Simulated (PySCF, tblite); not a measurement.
**C5H9FN radical: geometry, infrared bands and EPR parameters**

Wanted: the infrared bands and EPR parameters of C5H9FN radical (`[CH2]/C(=C/F)CCN`), by calculation.

Programs: tblite 0.8.0 and PySCF 2.14.0, with density-fitted response routines of our own. Each step states its level of theory. These are calculated values for one molecule in the gas phase, unless marked as measured. Atoms are numbered from 0 throughout.

**1. The molecule as given**

16 atoms, charge 0, multiplicity 2; geometry from: force field or distance geometry start.

Bonds of the start (Å): C0–C1 1.50, C1–C2 1.33, C2–F3 1.34, C1–C4 1.48, C4–C5 1.48, C5–N6 1.48, C0–H7 1.13, C0–H8 1.11, C2–H9 1.11, C4–H10 1.12, C4–H11 1.13, C5–H12 1.12, C5–H13 1.11, N6–H14 1.05, N6–H15 1.04.

**2. Relaxing the molecule with GFN2-xTB**

Job settings and geometry (Å):

```
{"job": {"kind": "relax", "xc": "GFN2-xTB", "basis": "xTB"}, "charge": 0, "multiplicity": 2}
C     -1.752900     1.583200    -0.698900
C     -1.063000     0.293000    -0.387300
C     -1.753900    -0.841000    -0.393900
F     -1.180900    -2.025000    -0.125400
C      0.376500     0.376800    -0.055000
C      1.068100    -0.893800     0.260900
N      2.475400    -0.529700     0.527600
H     -2.706900     1.673500    -0.104800
H     -1.107300     2.393200    -0.303900
H     -2.834200    -0.866100    -0.630800
H      0.597200     1.146400     0.721100
H      0.866600     0.762600    -1.000300
H      0.640100    -1.441600     1.134500
H      1.086700    -1.584000    -0.607300
H      2.660000    -0.441800     1.554400
H      2.620900     0.403200     0.097700
```

On the command line:

```bash
OMP_NUM_THREADS=1 python probes_run.py task.json out
```

This one command runs all jobs of the session in turn.

**Question.** This job is followed by: GFN2-xTB harmonic vibrations, gas phase; UKS B3LYP, pcH-1 on C F H N, non-relativistic, mean-field spin-orbit, GIAO. What will the session give for the following? strongest single infrared mode (GFN2-xTB); zero-point energy (GFN2-xTB); g(iso) (B3LYP); ⟨S²⟩; largest a(iso) (averaged by class); potential on the surface of density 0.002 e/bohr³, 1st and 99th percentile.

As calculated:

| quantity | value |
| --- | --- |
| strongest single infrared mode (GFN2-xTB) | 1144 cm⁻¹, 104 km/mol |
| zero-point energy (GFN2-xTB) | 81.7 kcal/mol |
| g(iso) (B3LYP) | 2.00335 |
| ⟨S²⟩ | 0.777 (exact 0.75) |
| largest a(iso) (averaged by class) | 19F on F3, 100.6 MHz |
| potential on the surface of density 0.002 e/bohr³, 1st and 99th percentile | -1.76 V and 1.34 V |

Relaxing lowered the energy by 1.387 eV in 139 steps; the close pair that moved most is C0–C1, from 1.496 to 1.374 Å. All 42 modes are real, so the xTB geometry is a minimum. The strongest single mode, at 1144 cm⁻¹, has its largest shares on H9, C2 and F3 (the list is cut at 3 atoms). GFN2-xTB is a fitted tight-binding method: band positions and strengths are rough. Its intensities can rank the bands wrongly. The largest spin populations lie on C0 (0.68 e), C2 (0.61 e). The isotropic g lies 1.0 ppt above the free-electron value.
